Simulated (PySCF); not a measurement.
# r2SCAN/def2-SVPD run of AlClF2 (SMILES [F][Al]([F])[Cl])

We compute the energy of AlClF2. Input form: a Python script.

The results are computed with PySCF 2.14.0.

2 further runs of the same task are left out: 2 set aside as unsound or not needed.

### 1 Starting point

AlClF2: 4 atoms, total charge 0, spin state singlet. SMILES: `[F][Al]([F])[Cl]`. One bond was lengthened or shortened from a relaxed shape.

Bond lengths: F1–Al2 1.875 Å, Al2–F3 1.631 Å, Al2–Cl4 2.061 Å. Angles: F1–Al2–F3 119.0°, F1–Al2–Cl4 120.5°, F3–Al2–Cl4 120.5°.

### 2 The energy at r2SCAN/def2-SVPD

Contents of input.py:

```python
from pyscf import gto, dft

mol = gto.Mole()
mol.atom = '''
F      1.136386     0.837635     1.314049
Al     0.069280    -0.050750     0.053570
F      0.273490    -1.653820    -0.164660
Cl    -1.339980     0.982810    -1.038560
'''
mol.max_memory = 1860
mol.basis = 'def2-svpd'
mol.verbose = 4
mol.charge = 0
mol.build()

myscf = dft.RKS(mol)
myscf.xc = 'r2scan'
myscf.conv_tol = 1e-10
myscf.grids.level = 5
myscf.kernel()
if not myscf.converged:
    myscf = myscf.newton().run(myscf.mo_coeff, myscf.mo_occ)

etot = myscf.e_tot
print(f'total energy: {etot:.8f} hartree')
```

Started as:

```bash
$ OMP_NUM_THREADS=1 python input.py
```

Standard output:

```text
PySCF version 2.14.0

[INPUT] num. atoms = 4
[INPUT] num. electrons = 48
[INPUT] charge = 0
[INPUT] spin (= nelec alpha-beta = 2S) = 0
[INPUT] symmetry False subgroup None
[INPUT] Mole.unit = angstrom
[INPUT] Symbol           X                Y                Z      unit          X                Y                Z       unit  Magmom
[INPUT]  1 F      1.136386000000   0.837635000000   1.314049000000 AA    2.147458311790   1.582900742350   2.483192724259 Bohr   0.0
[INPUT]  2 Al     0.069280000000  -0.050750000000   0.053570000000 AA    0.130920225910  -0.095903600822   0.101232628493 Bohr   0.0
[INPUT]  3 F      0.273490000000  -1.653820000000  -0.164660000000 AA    0.516821197807  -3.125266859328  -0.311162303671 Bohr   0.0
[INPUT]  4 Cl    -1.339980000000   0.982810000000  -1.038560000000 AA   -2.532195212395   1.857241732484  -1.962593963928 Bohr   0.0

nuclear repulsion = 190.796850826094
number of shells = 39
number of NR pGTOs = 153
number of NR cGTOs = 97
basis = def2-svpd
ecp = {}

******** <class 'pyscf.dft.rks.RKS'> ********
method = RKS
initial guess = minao
damping factor = 0
level_shift factor = 0
DIIS = <class 'pyscf.scf.diis.CDIIS'>
diis_start_cycle = 1
diis_space = 8
diis_damp = 0
SCF conv_tol = 1e-10
SCF conv_tol_grad = None
SCF max_cycles = 50
direct_scf = True
direct_scf_tol = 1e-13
XC library pyscf.dft.libxc version 7.0.0
    S. Lehtola, C. Steigemann, M. J.T. Oliveira, and M. A.L. Marques.,  SoftwareX 7, 1–5 (2018)
XC functionals = r2scan
    J. W. Furness, A. D. Kaplan, J. Ning, J. P. Perdew, and J. Sun.,  J. Phys. Chem. Lett. 11, 8208-8215 (2020)
    J. W. Furness, A. D. Kaplan, J. Ning, J. P. Perdew, and J. Sun.,  J. Phys. Chem. Lett. 11, 9248-9248 (2020)
    J. W. Furness, A. D. Kaplan, J. Ning, J. P. Perdew, and J. Sun.,  J. Phys. Chem. Lett. 11, 8208-8215 (2020)
    J. W. Furness, A. D. Kaplan, J. Ning, J. P. Perdew, and J. Sun.,  J. Phys. Chem. Lett. 11, 9248-9248 (2020)
radial grids:
    Treutler-Ahlrichs [JCP 102, 346 (1995); DOI:10.1063/1.469408] (M4) radial grids

becke partition: Becke, JCP 88, 2547 (1988); DOI:10.1063/1.454033
pruning grids: <function nwchem_prune>
grids dens level: 5
symmetrized grids: False
atomic radii adjust function: <function treutler_atomic_radii_adjust>
small_rho_cutoff = 0
Set gradient conv threshold to 1e-05
Initial guess from minao.
tot grids = 173856
init E= -902.0177888269
  HOMO = -0.374268894434741  LUMO = -0.110885982925577  gap/eV = 7.16701
cycle= 1 E= -901.895952301633  delta_E= 0.122  |g|= 0.832  |ddm|= 2.24
  HOMO = -0.195761700818967  LUMO = -0.0737628058231934  gap/eV = 3.31976
cycle= 2 E= -901.317872923232  delta_E= 0.578  |g|= 1.99  |ddm|= 1.91
  HOMO = -0.318391923205236  LUMO = -0.0924732831763531  gap/eV = 6.14756
cycle= 3 E= -902.018085750592  delta_E= -0.7  |g|= 0.202  |ddm|= 1.35
  HOMO = -0.335838329972323  LUMO = -0.0913255502178516  gap/eV = 6.65353
cycle= 4 E= -902.025175356808  delta_E= -0.00709  |g|= 0.0978  |ddm|= 0.23
  HOMO = -0.340180525244474  LUMO = -0.0920599926699501  gap/eV = 6.75170
cycle= 5 E= -902.026649374293  delta_E= -0.00147  |g|= 0.026  |ddm|= 0.0643
  HOMO = -0.337001049367854  LUMO = -0.0917543348028058  gap/eV = 6.67350
cycle= 6 E= -902.026800321701  delta_E= -0.000151  |g|= 0.0062  |ddm|= 0.029
  HOMO = -0.337014958800622  LUMO = -0.0914611280617721  gap/eV = 6.68186
cycle= 7 E= -902.026807971686  delta_E= -7.65e-06  |g|= 0.00193  |ddm|= 0.00576
  HOMO = -0.337051774797196  LUMO = -0.0915805431578143  gap/eV = 6.67961
cycle= 8 E= -902.026808912546  delta_E= -9.41e-07  |g|= 9.86e-05  |ddm|= 0.00184
  HOMO = -0.337055213936397  LUMO = -0.0915703051755057  gap/eV = 6.67998
cycle= 9 E= -902.026808915188  delta_E= -2.64e-09  |g|= 1.84e-05  |ddm|= 0.000161
  HOMO = -0.337057061947018  LUMO = -0.0915715636557937  gap/eV = 6.68000
cycle= 10 E= -902.026808915253  delta_E= -6.41e-11  |g|= 2.75e-06  |ddm|= 2.09e-05
  HOMO = -0.337056581750648  LUMO = -0.0915712186916111  gap/eV = 6.68000
Extra cycle  E= -902.026808915252  delta_E= 4.55e-13  |g|= 4.22e-06  |ddm|= 4.26e-06
converged SCF energy = -902.026808915252
total energy: -902.02680892 hartree
```

It took 27 s on 1 thread of Arm Neoverse V2, shared host; peak memory 0.54 GiB.

### 3 Summary of results

Level: r2SCAN/def2-SVPD.

| quantity | value |
| --- | --- |
| total energy | -902.02681 Eh |
| dipole moment | 1.34 D |
| HOMO energy | -9.17 eV |
| LUMO energy | -2.49 eV |
| HOMO–LUMO gap | 6.68 eV |

Mulliken charges run from -0.67 on F1 to +1.86 on Al2; in a basis this large or diffuse they mean little.
